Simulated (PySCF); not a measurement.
# C3H6B2F2: the cost of one run

Computed with PySCF 2.14.0, with density-fitted response routines of our own, on a single molecule in the gas phase. Atoms count from 0, in the outputs and in this text.

## (1) The starting structure

13 atoms, charge 0, multiplicity 1; geometry from: PBE0-D3(BJ)/def2-SVP.

Bonds of the start (Å): C0–C1 1.35, C1–B2 1.56, B2–B3 1.69, B3–F4 1.33, C1–C5 1.50, C5–F6 1.38, C0–H7 1.10, C0–H8 1.09, B2–H9 1.21, B3–H10 1.22, C5–H11 1.10, C5–H12 1.10.

## (2) Shielding tensors: PBE0/6-31G*

Job settings and geometry (Å):

```
{"job": {"kind": "nmr", "xc": "PBE0", "basis": "6-31G*", "pop": true}, "charge": 0, "multiplicity": 1}
C     -1.203297     1.530687     0.785588
C     -0.478212     0.429993     0.509814
B      1.041219     0.382569     0.840148
B      1.978633    -0.880960     0.210481
F      2.732377    -0.751246    -0.879041
C     -1.086500    -0.739848    -0.211314
F     -0.110400    -1.416636    -0.920159
H     -2.245112     1.653637     0.461348
H     -0.764648     2.359528     1.347980
H      1.474367     1.257046     1.559319
H      2.062031    -1.952924     0.790415
H     -1.874822    -0.437964    -0.920664
H     -1.523448    -1.453659     0.509052
```

Method: GIAO PBE0/6-31G* NMR shielding, non-relativistic, gas phase.

Started as:

```console
> OMP_NUM_THREADS=1 python probes_run.py task.json out
```

One launch serves the whole session: the jobs run in the order shown.

Q: Estimate the wall time and peak memory of this first job on 1 thread of Arm Neoverse V1, shared host.

About 9.9 s, with a peak of 0.61 GiB.
